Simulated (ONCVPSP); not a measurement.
# Pseudopotential generation for gadolinium: ONCV, PBE

Task: generate the file, and judge it by its errors in other configurations, its logarithmic derivatives, its ghosts and its cutoff.

The numbers are computed with ONCVPSP 4.0.1.1 (patched build) (PBE, scalar-relativistic, spin-unpolarised reference atom).

### Step 1. The atom and the settings

Typed settings, in words:

```
element                 : gadolinium (Gd, Z = 64)
type                    : optimised norm-conserving Vanderbilt (ONCV)
frozen core             : [Kr] 4d10
valence charge          : 18
reference configuration : 4f7 5s2 5p6 (charge +3)
partial waves           : 5s: rc 2.20 bohr, ncon 3, nbas 7, qcut 6.7 1/bohr, 2 projectors, debl 3.45 Ha; 5p: rc 1.70 bohr, ncon 4, nbas 8, qcut 5.1 1/bohr, 2 projectors, debl 1.1 Ha; d scattering state at 0.37 Ha: rc 1.90 bohr, ncon 4, nbas 8, qcut 5 1/bohr, 1 projector; 4f: rc 1.50 bohr, ncon 4, nbas 9, qcut 11.4 1/bohr, 3 projectors, debl 2.9 Ha
local potential         : polynomial inside 1.05 bohr (lpopt 5, dvloc0 6 Ha)
core correction         : not asked for
```

The outer shells as boxes (Hund's rule for the drawing; the calculation is spin-unpolarised):

```
[Kr] core
4d [↑↓][↑↓][↑↓][↑↓][↑↓]
4f [↑ ][↑ ][↑ ][↑ ][↑ ][↑ ][↑ ]
5s [↑↓]
5p [↑↓][↑↓][↑↓]
```

An earlier all-electron run gives the scale for the radii.

All-electron outer shells of the reference configuration (PBE, scalar-relativistic, ld1.x):

| shell | level (eV) | outermost node (bohr) | outermost maximum (bohr) |
| --- | --- | --- | --- |
| 5p | -51.84 | 0.70 | 1.35 |
| 4f | -33.70 | – | 0.56 |
| 5d | -24.69 | 0.79 | 1.81 |
| 6s | -22.53 | 1.56 | 2.87 |
| 6p | -17.14 | 1.81 | 3.37 |

### Step 2. Generating the potential

Contents of Gd.dat:

```
# ATOM AND REFERENCE CONFIGURATION
# atsym  z   nc   nv     iexc    psfile
  Gd 64.00    9    3        4      upf
#
#   n    l    f
    1    0    2.00
    2    0    2.00
    2    1    6.00
    3    0    2.00
    3    1    6.00
    3    2   10.00
    4    0    2.00
    4    1    6.00
    4    2   10.00
    4    3    7.00
    5    0    2.00
    5    1    6.00
#
# PSEUDOPOTENTIAL AND OPTIMIZATION
# lmax
    3
#
#   l,   rc,      ep,       ncon, nbas, qcut
    0    2.20    0.00    3    7    6.70
    1    1.70    0.00    4    8    5.10
    2    1.90    0.37    4    8    5.00
    3    1.50    0.00    4    9   11.40
#
# LOCAL POTENTIAL
# lloc, lpopt,  rc(5),   dvloc0
    4    5    1.05    6.00
#
# VANDERBILT-KLEINMAN-BYLANDER PROJECTORs
# l, nproj, debl
    0    2    3.45
    1    2    1.10
    2    1    2.70
    3    3    2.90
#
# MODEL CORE CHARGE
# icmod, fcfact, rcfact
    0    0.00    0.00
#
# LOG DERIVATIVE ANALYSIS
# epsh1, epsh2, depsh
   -4.00    5.00    0.02
#
# OUTPUT GRID
# rlmax, drl
    6.00    0.01
#
# TEST CONFIGURATIONS
# ncnf
    4
# nvcnf
#   n    l    f
    5
    4    3    7.00
    5    0    2.00
    5    1    6.00
    5    2    1.00
    6    0    2.00
#
    5
    4    3    7.00
    5    0    2.00
    5    1    6.00
    5    2    1.00
    6    0    1.00
#
    4
    4    3    7.00
    5    0    2.00
    5    1    6.00
    5    2    1.00
#
    6
    4    3    7.00
    5    0    2.00
    5    1    6.00
    5    2    1.00
    6    0    1.00
    6    1    1.00
#
```

Started as:

```
$ oncvpsp.x < Gd.dat > Gd.out
```

What does the calculation give? Wanted: cutoffs for 1 and 0.1 mHa per electron, occupied waves; bound ghosts; GHOST(+) flags; largest test error; largest phase difference near zero energy, channels read; projector energies reset by the program.

**Answer**, as computed:

| quantity | value |
| --- | --- |
| cutoffs for 1 and 0.1 mHa per electron, occupied waves | 56 Ha and 66 Ha |
| bound ghosts | none below the valence levels; a pole at negative energy in s is suspect |
| GHOST(+) flags | s at -30 eV, p at 154 eV |
| largest test error (AE − PS) | +162 meV, for 4f7 5s2 5p6 5d1 (2 tests unsolved) |
| largest phase difference near zero energy, channels read | 3.142 rad |
| projector energies reset by the program | s: -2.744, 0.050 Ha; p: -1.905, 0.250 Ha; d: 0.050 Ha |

In words: The worst unpolarised test, 4f7 5s2 5p6 5d1, is off by 162 meV on 19.8 eV; by total energies transferability rates as poor. Of the tests 2 gave no usable energy difference, which is a warning in itself. The potential is hard: the looser tolerance needs 56 Ha. At the looser tolerance the 4f wave is the slowest; 5p needs 22 Ha. The ghost test, which looks below the valence levels, finds nothing, but the pseudo curve has an extra pole at negative energy (s at -1.08 Ha): a spurious bound state among the atom's levels is likely, and the file can't be cleared. Of the channels read, s scatters worst near zero energy, by up to 3.14 rad (at the energies tabulated). A step near π is an extra or missing state, not a misfit of shape. The pseudo curves have a pole with no partner nearby in the atom's: s at -1.08 Ha. The program also flags highly localised states, GHOST(+) (s, p). These are tests on the free atom; a crystal test is still owed.
